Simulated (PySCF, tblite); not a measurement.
**C4H6BNP radical: geometry, infrared bands and EPR parameters**

Wanted: the infrared bands and EPR parameters of C4H6BNP radical (`P[B]n1cccc1`), by calculation.

Computed with tblite 0.8.0 and PySCF 2.14.0, with density-fitted response routines of our own, on a single molecule in the gas phase. Atoms are numbered from 0 throughout.

## Step 1: Starting geometry

13 atoms, charge 0, multiplicity 2; geometry from: force field or distance geometry start.

Bonds of the start (Å): P0–B1 1.93, B1–N2 1.53, N2–C3 1.36, C3–C4 1.39, C4–C5 1.38, C5–C6 1.39, C6–N2 1.34, P0–H7 1.45, P0–H8 1.46, C3–H9 1.09, C4–H10 1.08, C5–H11 1.10, C6–H12 1.10.

## Step 2: Geometry optimisation with GFN2-xTB

The job: settings as JSON, then the geometry in Å.

```
{"job": {"kind": "relax", "xc": "GFN2-xTB", "basis": "xTB"}, "charge": 0, "multiplicity": 2}
P      3.074800     0.365800     0.216400
B      1.481000     1.013300    -0.654500
N      0.094400     0.456200    -0.331700
C     -0.995000     1.167600     0.049900
C     -2.083000     0.328000     0.250700
C     -1.649400    -0.946400    -0.055400
C     -0.314500    -0.820500    -0.405400
H      3.768300    -0.581500    -0.630700
H      2.695800    -0.303300     1.453700
H     -1.081500     2.240200     0.234600
H     -3.079500     0.628900     0.556700
H     -2.236500    -1.878500    -0.017300
H      0.320600    -1.669300    -0.684600
```

Command:

```console
$ OMP_NUM_THREADS=1 python probes_run.py task.json out
```

One launch serves the whole session: the jobs run in the order shown.

The program printed:

```text
step      E/eV     max force
  0    -494.39919    2.918
  1    -494.70706    1.834
  2    -494.84555    1.226
  3    -495.13276    1.247
  4    -495.19338    0.717
  5    -495.22207    0.526
  6    -495.25157    0.412
  7    -495.26797    0.370
  8    -495.27491    0.280
  9    -495.27930    0.185
 10    -495.28315    0.286
 11    -495.28866    0.348
 12    -495.29502    0.252
 13    -495.29984    0.177
 14    -495.30381    0.182
 15    -495.30871    0.305
 16    -495.31450    0.323
 17    -495.32169    0.223
 18    -495.33073    0.251
 19    -495.34198    0.227
 20    -495.35296    0.230
 21    -495.35992    0.201
 22    -495.36405    0.182
 23    -495.36756    0.182
 24    -495.37110    0.283
 25    -495.37633    0.266
 26    -495.38392    0.301
 27    -495.39245    0.192
 28    -495.39718    0.191
 29    -495.40336    0.207
 30    -495.41106    0.221
 31    -495.41937    0.388
 32    -495.40364    0.745
 33    -495.42855    0.173
 34    -495.43105    0.170
 35    -495.43665    0.156
 36    -495.43984    0.204
 37    -495.44638    0.201
 38    -495.45038    0.170
 39    -495.45439    0.173
 40    -495.45885    0.161
 41    -495.46292    0.246
 42    -495.46610    0.167
 43    -495.46892    0.212
 44    -495.47289    0.156
 45    -495.47894    0.163
 46    -495.48384    0.133
 47    -495.48851    0.169
 48    -495.48562    0.409
 49    -495.49525    0.179
 50    -495.49887    0.166
 51    -495.50700    0.429
 52    -495.51190    0.159
 53    -495.51433    0.163
 54    -495.51868    0.360
 55    -495.52355    0.255
 56    -495.53342    0.180
 57    -495.54018    0.205
 58    -495.54909    0.232
 59    -495.55873    0.227
 60    -495.57196    0.419
 61    -495.58296    0.419
 62    -495.59642    0.252
 63    -495.60742    0.228
 64    -495.61433    0.233
 65    -495.61954    0.202
 66    -495.62020    0.373
 67    -495.62311    0.149
 68    -495.62534    0.086
 69    -495.62684    0.105
 70    -495.62910    0.140
 71    -495.63042    0.095
 72    -495.63122    0.062
 73    -495.63178    0.059
 74    -495.63245    0.056
 75    -495.63280    0.070
 76    -495.63321    0.053
 77    -495.63373    0.067
 78    -495.63433    0.079
 79    -495.63480    0.068
 80    -495.63516    0.071
 81    -495.63552    0.084
 82    -495.63604    0.076
 83    -495.63662    0.064
 84    -495.63705    0.044
 85    -495.63732    0.044
 86    -495.63758    0.043
 87    -495.63793    0.064
 88    -495.63834    0.074
 89    -495.63872    0.051
 90    -495.63899    0.030
 91    -495.63914    0.025
 92    -495.63924    0.020
 93    -495.63930    0.018
 94    -495.63935    0.018
 95    -495.63938    0.019
 96    -495.63941    0.014
 97    -495.63943    0.013
 98    -495.63945    0.013
 99    -495.63946    0.012
100    -495.63947    0.014
101    -495.63949    0.017
102    -495.63953    0.019
103    -495.63959    0.025
104    -495.63968    0.029
105    -495.63981    0.028
106    -495.63993    0.025
107    -495.64004    0.021
108    -495.64012    0.020
109    -495.64018    0.017
110    -495.64023    0.015
111    -495.64026    0.013
112    -495.64030    0.015
113    -495.64033    0.017
114    -495.64035    0.012
115    -495.64037    0.009
```

Run time: 0.72 s. Hardware: 1 thread of Arm Neoverse V1, shared host.

Relaxation path: (not every step is listed)

```
step  energy from step 0 (eV)  largest force (eV/Å)
   0                   0.0000                2.9178
   1                  -0.3079                1.8336
   2                  -0.4464                1.2263
   3                  -0.7336                1.2471
   4                  -0.7942                0.7168
   5                  -0.8229                0.5262
   6                  -0.8524                0.4117
   7                  -0.8688                0.3704
   8                  -0.8757                0.2798
  18                  -0.9315                0.2515
  28                  -0.9980                0.1913
  38                  -1.0512                0.1698
  48                  -1.0864                0.4092
  58                  -1.1499                0.2321
  68                  -1.2262                0.0861
  78                  -1.2351                0.0789
  88                  -1.2392                0.0744
  98                  -1.2403                0.0128
 108                  -1.2409                0.0200
 110                  -1.2410                0.0150
 111                  -1.2411                0.0126
 112                  -1.2411                0.0151
 113                  -1.2411                0.0174
 114                  -1.2412                0.0119
 115                  -1.2412                0.0094
```

Close pairs (by a distance rule), those that changed most:

```
 bond  before (Å)  after (Å)  change (Å)
B1–N2       1.529      1.401      -0.128
P0–B1       1.928      1.855      -0.074
P0–H8       1.457      1.388      -0.068
P0–H7       1.448      1.392      -0.056
N2–C6       1.343      1.388      +0.045
C4–C5       1.381      1.425      +0.044
C3–C4       1.389      1.355      -0.034
C5–C6       1.386      1.354      -0.031
```

The end geometry stands in the next job.

## Step 3: Harmonic vibrations with GFN2-xTB

The job: settings as JSON, then the geometry in Å.

```
{"job": {"kind": "ir", "xc": "GFN2-xTB", "basis": "xTB"}, "charge": 0, "multiplicity": 2}
P      2.933565    -0.274542     0.342205
B      1.428309     0.801158     0.213366
N      0.096667     0.377153     0.117572
C     -1.014108     1.189042    -0.043495
C     -2.133901     0.426645    -0.080959
C     -1.722415    -0.929120     0.068364
C     -0.372936    -0.926934     0.183605
H      3.945226     0.633358     0.043287
H      2.921070    -0.798859    -0.943252
H     -0.897780     2.252285    -0.123802
H     -3.142147     0.772784    -0.197313
H     -2.366343    -1.786680     0.084541
H      0.320404    -1.735803     0.318154
```

The program printed:

```text
mode    cm-1     km/mol
  1      84.3      2.27
  2     111.0      1.01
  3     124.6      2.88
  4     237.1      1.64
  5     321.4      1.37
  6     489.0     21.70
  7     570.1      0.29
  8     601.8      6.59
  9     612.8     20.49
 10     756.5     44.15
 11     776.6      0.03
 12     788.0     17.77
 13     818.4      1.21
 14     831.0      2.12
 15     831.8      1.18
 16     847.8      0.29
 17     988.7      8.59
 18    1076.3      5.52
 19    1081.4     21.46
 20    1116.5      9.08
 21    1135.7     54.55
 22    1183.1      3.33
 23    1268.4      1.29
 24    1324.5    167.56
 25    1424.3    262.27
 26    1479.9    103.58
 27    1579.9      1.41
 28    2244.3    129.48
 29    2322.8    151.02
 30    3139.8     12.44
 31    3154.9      3.96
 32    3161.8     40.87
 33    3172.2     34.91
```

Run time: 0.37 s. Hardware: 1 thread of Arm Neoverse V1, shared host.

The strongest bands and the atoms that carry them (share of the mass-weighted mode):

```csv
cm⁻¹,km/mol,atoms
756,44.1,"H7 36 %, B1 32 %, H8 13 %"
1136,54.5,"H7 48 %, H8 47 %"
1324,167.6,"C5 25 %, C4 24 %, N2 17 %, B1 15 %"
1424,262.3,"N2 42 %, B1 18 %, C4 12 %, C5 10 %"
1480,103.6,"C6 29 %, C3 28 %, C5 18 %, C4 16 %"
2244,129.5,"H7 66 %, H8 31 %"
2323,151.0,"H8 66 %, H7 31 %"
3162,40.9,"H11 60 %, H9 23 %"
```

## Step 4: g tensor and hyperfine couplings: B3LYP/pcH-1

Same as in step 3 but for these lines:

```diff
@@ -1,2 +1,2 @@
-{"job": {"kind": "ir", "xc": "GFN2-xTB", "basis": "xTB"}, "charge": 0, "multiplicity": 2}
+{"job": {"kind": "epr", "basis": "pcH-1"}, "charge": 0, "multiplicity": 2}
 P      2.933565    -0.274542     0.342205
```

With the program's defaults for keys left out, this is: UKS B3LYP, pcH-1 on B C H N P, non-relativistic, mean-field spin-orbit, GIAO.

The program printed:

```text
UKS, coarse grid
  cycle   1  E = -576.91408707  |g| = 2.83e-01
  cycle   2  E = -576.88540144  |g| = 3.59e-01
  cycle   3  E = -576.95147903  |g| = 8.75e-02
  cycle   4  E = -576.95494660  |g| = 4.12e-02
  cycle   5  E = -576.95582288  |g| = 1.07e-02
  cycle   6  E = -576.95587466  |g| = 4.24e-03
  cycle   7  E = -576.95588501  |g| = 1.01e-03
  cycle   8  E = -576.95588658  |g| = 5.66e-04
UKS, final grid
  cycle   1  E = -576.95590492  |g| = 6.27e-04
  cycle   2  E = -576.95590480  |g| = 8.49e-04
  cycle   3  E = -576.95590513  |g| = 1.13e-04
  cycle   4  E = -576.95590514  |g| = 4.48e-05
  cycle   5  E = -576.95590514  |g| = 3.57e-05
  cycle   6  E = -576.95590515  |g| = 9.23e-06
E = -576.95590515 Eh   <S^2> = 0.7528 (exact 0.7500)
g shifts (ppm)      1          2          3
  rmc          -106       -106       -106
  gc              8         -5         -3
  oz_so       -1580       -651         40
  total       -1679       -763        -70
hyperfine (MHz)  atom isotope    a_iso     a_fc   dipolar eigenvalues
    0   31P     -13.10     -12.63    -38.58    -33.32     71.90
    1   11B     382.84     382.93    -42.64    -39.24     81.88
    2   14N       5.03       5.03     -2.52     -0.20      2.71
    3   13C      31.23      31.23     -2.31     -2.27      4.58
    4   13C      -0.12      -0.12     -1.48     -0.04      1.52
    5   13C       2.78       2.79     -2.03      0.06      1.97
    6   13C      32.15      32.16     -3.71     -2.68      6.39
    7    1H      58.59      58.59     -4.54     -2.81      7.35
    8    1H      18.36      18.36     -4.85     -0.63      5.48
    9    1H      -0.47      -0.48     -4.67     -2.51      7.18
   10    1H       0.57       0.57     -0.91     -0.59      1.50
   11    1H       5.61       5.62     -0.89     -0.43      1.32
   12    1H      -1.87      -1.87     -3.32     -1.50      4.82
```

Run time: 57 s. Hardware: 1 thread of Arm Neoverse V1, shared host; peak memory 0.87 GiB.

Principal g values 2.00064, 2.00156, 2.00225; g(iso) = 2.00148, against 2.00232 for a free electron.

Mean a(iso) over the nuclei that a row names, and the largest dipolar term of the row (other rows stand at the frozen geometry):

```
  nuclei  isotope  a(iso) (MHz)  a(iso) (G, at g = 2.0023)  largest dipolar term (MHz)
      B1      11B         382.8                      136.6                        81.9
  H7, H8       1H          38.5                       13.7                         7.4
  C3, C6      13C          31.7                       11.3                         6.4
      P0      31P         -13.1                       -4.7                        71.9
      N2      14N           5.0                        1.8                         2.7
H10, H11       1H           3.1                        1.1                         1.5
  C4, C5      13C           1.3                        0.5                        -2.0
 H9, H12       1H          -1.2                       -0.4                         7.2
```

Mulliken spin populations:

P0 0.03; B1 0.93; N2 -0.03; C3 0.01; C4 0.00; C5 -0.01; C6 0.03; H7 0.02; H8 0.02; H9 0.00; H10 0.00; H11 0.00; H12 0.00

In first order the couplings over 0.8 MHz of 11B, 1H, 31P, 14N give 648 distinct lines over 448.6 G, if the averaged nuclei exchange fast; the same motion can average rows kept apart here too.

The fields below are evaluated on a grid from the run's orbitals.

ELF in a plane through or near 11 of the atoms.

Ten even steps from '0' (0.00) to '9' (1.00):
```
0000000000000000000000000000
0000000000000000000000000000
0000000000000000000000000000
0000000000000000000000000000
0000000000018810049960000000
0000002210059960089993000000
0000035652059983389993000000
0000146774028935738950000000
0000145114301554735400000000
0000363445623783388521000000
0016999239648254243699700000
0029999768238586482899910000
0017999348755351364599800000
0002784049995059841156300000
0000000059993089970000000000
0000000038971089970000000000
0000000001310027820000000000
0000000000000000000000000000
0000000000000000000000000000
0000000000000000000000000000
```
The map spans 13.1 Å across and 9.7 Å up, centred on the molecule. Atoms in the plane (x, y in Å): P0 (-2.9, 0.3), B1 (-1.4, -0.8), N2 (-0.1, -0.4), C3 (1.0, -1.2), C4 (2.1, -0.4), C5 (1.7, 0.9), C6 (0.4, 0.9), H7 (-3.9, -0.7), H9 (0.9, -2.2), H11 (2.3, 1.8), H12 (-0.3, 1.7).

On the surface of density 0.002 e/bohr³ the electrostatic potential runs, from the 1st to the 99th percentile, from -0.68 V near P0 to 1.03 V near H12.

The spin density lies nearest to B1 76 %; P0 8 %.

## Step 5: Outcome

| quantity | value |
| --- | --- |
| strongest single infrared mode (GFN2-xTB) | 1424 cm⁻¹, 262 km/mol |
| zero-point energy (GFN2-xTB) | 56.7 kcal/mol |
| g(iso) (B3LYP) | 2.00148 |
| ⟨S²⟩ | 0.753 (exact 0.75) |
| largest a(iso) (averaged by class) | 11B on B1, 382.8 MHz |
| potential on the surface of density 0.002 e/bohr³, 1st and 99th percentile | -0.68 V and 1.03 V |

**Reading.** Relaxing lowered the energy by 1.241 eV in 115 steps; the close pair that moved most is B1–N2, from 1.529 to 1.401 Å. No mode is imaginary among the 33: a minimum at this level. The strongest single mode, at 1424 cm⁻¹, is carried by N2, B1, C4, C5. Unscaled tight-binding wavenumbers are off by several per cent, some by more. Its intensities can rank the bands wrongly. B1 carries the largest spin population, 0.93 e. The isotropic g lies 0.8 ppt below the free-electron value. The conformer search found further structures of the same energy, which may be mirror or relabelled copies of this one.
